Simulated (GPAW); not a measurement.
The system is DyAgB4F16.

```
Dy Ag B F
1.0
     5.40539   -0.12478   -0.02960
     0.15132    6.87214    0.16225
     0.52959    1.25889    9.42097
Dy Ag B F
1 1 4 16
Direct
  0.51926 0.02752 0.47238
  0.00308 0.96247 0.98684
  0.98119 0.21513 0.31959
  0.55178 0.22688 0.79930
  0.47337 0.81347 0.22481
  0.99486 0.73882 0.66272
  0.19674 0.24063 0.39809
  0.91781 0.00730 0.35012
  0.01586 0.28058 0.17896
  0.77162 0.30239 0.38449
  0.47614 0.41013 0.81522
  0.80733 0.19785 0.81155
  0.42093 0.07423 0.88754
  0.50163 0.19842 0.64733
  0.25481 0.75420 0.17645
  0.46718 0.02640 0.22928
  0.49267 0.73816 0.37648
  0.68047 0.76644 0.14835
  0.00443 0.57478 0.60200
  0.19811 0.87672 0.59928
  0.00419 0.71679 0.80764
  0.76655 0.85071 0.62158
```

The cell was built by a generator and needn't be a form met in nature.

Base run:

```yaml
Program: GPAW 26.7.0
Functional: PBE
Potentials_or_basis: GPAW PAW data sets (gpaw-data 1.2.1)
Cutoff: 800 eV
Basis: pw
k_mesh: 4 × 3 × 2
Occupations: fermi-dirac, width 0.05 eV
Spin: collinear spin, ferromagnetic start
Starting_moments: "[5.0, 0.0, 0.0, 0.0, 0.0, 0.0, 0.0, 0.0, 0.0, 0.0, 0.0, 0.0, 0.0, 0.0, 0.0, 0.0, 0.0, 0.0, 0.0, 0.0, 0.0, 0.0] μB"
Hubbard_terms: Dy f U = 4 eV
```

Its results: band gap on the k mesh 1.61 eV, direct; pressure -0.6 GPa; net moment 5.00 μB per cell; site moments Dy +4.94; Ag +0.00; B +0.00, -0.00; F +0.00, -0.00 μB; largest force 0.299 eV/Å.

Task: The run is repeated on the same cell with these changes: hubbard terms from Dy f U = 4 eV to none; band points from 100 to 80. What comes out?

Result: Band gap on the k mesh 0.09 eV, direct; pressure -0.6 GPa; net moment 4.98 μB per cell; site moments Dy +4.87; Ag +0.00; B +0.00, -0.00; F +0.00, +0.01 μB; largest force 0.342 eV/Å.

Caveats: one-centre terms of the f shell are cut off; the magnetic or orbital state may not be the lowest; spin-orbit coupling is left out, which moves the levels of the heavy elements; without U or exact exchange the open f shell lies at the Fermi level, which spoils levels, moments and volumes (some runs).
